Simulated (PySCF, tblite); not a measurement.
# C6H11FOSi: geometry, infrared bands and NMR shifts

What infrared bands and NMR shifts should C6H11FOSi (`C[C@]1(C(=O)F)C[C@H]([SiH3])C1`) show?

Programs: tblite 0.8.0 and PySCF 2.14.0, with density-fitted response routines of our own. Each step states its level of theory. These are calculated values for one molecule in the gas phase, unless marked as measured. Atoms are numbered from 0 throughout.

**1. Starting geometry**

20 atoms, charge 0, multiplicity 1; geometry from: force field or distance geometry start.

Bonds of the start (Å): C0–C1 1.51, C1–C2 1.58, C2–O3 1.23, C2–F4 1.35, C1–C5 1.57, C5–C6 1.55, C6–Si7 1.92, C6–C8 1.54, C8–C1 1.57, C0–H9 1.11, C0–H10 1.10, C0–H11 1.09, C5–H12 1.11, C5–H13 1.10, C6–H14 1.10, Si7–H15 1.49, Si7–H16 1.48, Si7–H17 1.48, C8–H18 1.10, C8–H19 1.09.

**2. Relaxing the molecule with GFN2-xTB**

The job: settings as JSON, then the geometry in Å.

```
{"job": {"kind": "relax", "xc": "GFN2-xTB", "basis": "xTB"}, "charge": 0, "multiplicity": 1}
C     -1.933500     0.833300    -0.792900
C     -1.035000    -0.085400     0.001300
C     -1.863500    -1.155200     0.814400
O     -2.603600    -2.020700     0.357000
F     -1.784600    -1.088400     2.156900
C      0.060500     0.679200     0.816800
C      1.075200    -0.397900     0.368400
Si     2.844100     0.216800    -0.039900
C      0.153200    -0.681300    -0.831700
H     -2.630300     1.375200    -0.124300
H     -2.546400     0.263600    -1.509500
H     -1.374000     1.576600    -1.356200
H     -0.100800     0.744200     1.910400
H      0.266800     1.693500     0.446800
H      1.119000    -1.238100     1.071900
H      3.526900     0.657300     1.203600
H      3.626400    -0.873900    -0.669900
H      2.767600     1.351300    -0.986900
H      0.370800    -0.107200    -1.739100
H      0.056100    -1.732300    -1.100200
```

On the command line:

```console
$ OMP_NUM_THREADS=1 python probes_run.py task.json out
```

One launch serves the whole session: the jobs run in the order shown.

**Question.** This job is followed by: GFN2-xTB harmonic vibrations, gas phase; GIAO PBE0/pcSseg-1 NMR shielding, non-relativistic, gas phase. Predict these results of the whole session: strongest single infrared mode (GFN2-xTB); zero-point energy (GFN2-xTB); 13C shifts against TMS (PBE0/pcSseg-1, means over atoms taken as alike); 1H shifts against TMS (PBE0/pcSseg-1, means over atoms taken as alike); 17O shifts against H2O (PBE0/pcSseg-1); 19F shifts against CFCl3 (PBE0/pcSseg-1); 29Si shifts against TMS (PBE0/pcSseg-1).

The runs gave:

| quantity | value |
| --- | --- |
| strongest single infrared mode (GFN2-xTB) | 1860 cm⁻¹, 458 km/mol |
| zero-point energy (GFN2-xTB) | 95.5 kcal/mol |
| 13C shifts against TMS (PBE0/pcSseg-1, means over atoms taken as alike) | 177.2, 40.1, 34.0, 26.8, 6.0 ppm |
| 1H shifts against TMS (PBE0/pcSseg-1, means over atoms taken as alike) | 3.91, 3.01, 1.85, 1.75, 1.55 ppm |
| 17O shifts against H2O (PBE0/pcSseg-1) | 448.6 ppm |
| 19F shifts against CFCl3 (PBE0/pcSseg-1) | 22.5 ppm |
| 29Si shifts against TMS (PBE0/pcSseg-1) | -60.9 ppm |

In words: Over 141 steps the energy fell by 0.486 eV; of the close pairs, C1–C2 changed most, 1.579 to 1.492 Å. No mode is imaginary among the 54: a minimum at this level. The strongest single mode, at 1860 cm⁻¹, moves mainly C2 and O3. Unscaled tight-binding wavenumbers are off by several per cent, some by more. Its intensities can rank the bands wrongly. At PBE0/pcSseg-1: The largest span, 644 ppm, is at O3, where the paramagnetic term is -514 ppm.
